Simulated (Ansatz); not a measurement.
**TaAl4: one candidate of a structure search**

Aim: relax a trial structure of TaAl4 and see where it ends.

Method: DFT PBE, scalar-relativistic, plane waves, PAW, in Ansatz 0.2.0.

## 1. The structure to begin with

Symmetry: Pm-3m, No. 221, cubic system. Conventional cell: a = 4.481 Å, b = 4.481 Å, c = 4.481 Å, α = 90.00°, β = 90.00°, γ = 90.00°. Ta (site symmetry m-3m) is surrounded by 12 Al at 3.17 Å. Al (site symmetry 4/mmm) has 2 Al at 2.24 Å in its first shell of neighbours. Al (site symmetry m-3m) is surrounded by 6 Al at 2.24 Å.

Coordinates:

```
Ta Al
1.0
     4.48101    0.00000    0.00000
     0.00000    4.48101    0.00000
     0.00000    0.00000    4.48101
Ta Al
1 4
Direct
  0.50000 0.50000 0.50000
  0.50000 0.00000 0.00000
  0.00000 0.50000 0.00000
  0.00000 0.00000 0.50000
  0.00000 0.00000 0.00000
```

A structure generator made this guess: random cell by space group and Wyckoff sites (Pm-3m, No. 221). The dimensions are guesses.

## 2. Probe: one point on a coarse mesh

The input, input.yaml:

```yaml
crystal:
  lattice:
    - [4.48101324, 0.0, 0.0]
    - [0.0, 4.48101324, 0.0]
    - [0.0, 0.0, 4.48101324]
  atoms:
    - { symbol: Ta, position: [0.5, 0.5, 0.5] }
    - { symbol: Al, position: [0.5, 0.0, 0.0] }
    - { symbol: Al, position: [0.0, 0.5, 0.0] }
    - { symbol: Al, position: [0.0, 0.0, 0.5] }
    - { symbol: Al, position: [0.0, 0.0, 0.0] }
basis:
  ecutwfc: 420
kpoints:
  mp_grid: { grid: [4, 4, 4] }
hamiltonian:
  xc: pbe
scf:
  occupations: { method: gaussian, width: 0.1 }
  lower_state_search: "off"
output:
  forces: true
  stress: true
  eigenvalues: true
```

Started as:

```sh
$ ansatz run input.yaml --threads 1 --pin off --max-ram 2560MiB --backend cpu --events-out ev --progress --plain --runs-dir out
```

The session goes on with these runs: rough relaxation on the coarse mesh; relaxation on the finer mesh.

What does the calculation give? Wanted: conventional cell; volume; energy over the elements; gap on the mesh.

As calculated:

```
                              quantity                                                                      value
symmetry at the end (tolerance 0.05 Å)                                                space group Pm-3m (No. 221)
                     conventional cell  a = 4.698 Å, b = 4.698 Å, c = 4.698 Å, α = 90.00°, β = 90.00°, γ = 90.00°
                                volume                                                              20.73 Å³/atom
              energy over the elements                                                              +1.21 eV/atom
                       gap on the mesh                                                               none (metal)
```

In words: The space group Pm-3m (No. 221) is kept, and the volume per atom grows by 15.2 % from the first guess. With a positive formation energy it can't be a ground state. No finished test with a distortion of lower symmetry is shown, so the end may be a saddle point. Spin-orbit coupling is left out for Ta.
